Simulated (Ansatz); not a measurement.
# Ir (sc type): how the settings move a single-point run

Question: which choices in the input matter for Ir (sc type)?

Computed with Ansatz 0.2.0 (reference: DFT, LDA, all-electron PAW with datasets made for the crystal, scalar-relativistic, unless a step's input says otherwise).

1 further run of the same task is left out (it didn't finish). Runs told in other sessions of the task aren't counted.

**1. The starting structure**

The structure is cubic, space group Pm-3m (No. 221). Conventional cell: a = 1.936 Å, b = 1.936 Å, c = 1.936 Å, α = 90.00°, β = 90.00°, γ = 90.00°. Ir (site symmetry m-3m) has 6 Ir at 1.94 Å in its first shell of neighbours.

Coordinates:

```
Ir
1.0
     1.93632    0.00000    0.00000
     0.00000    1.93632    0.00000
     0.00000    0.00000    1.93632
Ir
1
Direct
  0.00000 0.00000 0.00000
```

**2. Reference**

Contents of input.yaml:

```yaml
crystal:
  lattice:
    - [1.936317264, 0.0, 0.0]
    - [0.0, 1.936317264, 0.0]
    - [0.0, 0.0, 1.936317264]
  atoms:
    - { symbol: Ir, position: [0.0, 0.0, 0.0] }
kpoints:
  mp_grid: { grid: [15, 15, 15] }
scf:
  occupations: { method: fermi_dirac, width: 0.1 }
hamiltonian:
  xc: lda
  pseudopotentials: { kind: all_electron, datasets: crystal }
output:
  forces: true
  stress: true
  eigenvalues: true
```

On the command line:

```bash
$ ansatz run input.yaml --threads 1 --pin off --max-ram 2048MiB --backend cpu --events-out ev --progress --plain --runs-dir out
```

**3. Variant: occupations.method cold, occupations.width 0.3, scf.algorithm density_mixing**

input.yaml, as its differences from that of step 2:

```diff
@@ -10,3 +10,4 @@
 scf:
-  occupations: { method: fermi_dirac, width: 0.1 }
+  occupations: { method: cold, width: 0.3 }
+  algorithm: density_mixing
 hamiltonian:
```

Q: Predict the outcome of this session. Wanted: for each run, ending; energy change; pressure; gap; force.

The runs gave:

```csv
run,ending,energy change,pressure (GPa),gap (eV),force (eV/Å),cycles,time
reference,converged,0,1469.7,0.00,0.00,8,13 s
"1: occupations.method cold, occupations.width 0.3, scf.algorithm density_mixing",converged,+0.8 meV/atom (σ→0),1469.2,0.00,0.00,8,14 s
```

Residual by cycle in the longest SCF loop of each run; runs are numbered as in the table. The quantity is the density residual dr2, in eV.

```csv
cycle,reference,run 1
1,0.0961,0.0957
2,0.0301,0.03
3,0.00102,0.00102
4,8.9e-5,9.0e-5
5,1.4e-5,1.3e-5
6,3.0e-7,2.8e-7
7,3.9e-9,3.8e-9
8,1.4e-11,1.4e-11
```

Changing the smearing and solver moves the energy by +0.8 meV/atom (σ→0 values), and the pressure goes from 1469.7 to 1469.2 GPa. The structure is not at rest: the sound run finds 1470 GPa, so these are no properties of the relaxed crystal. 
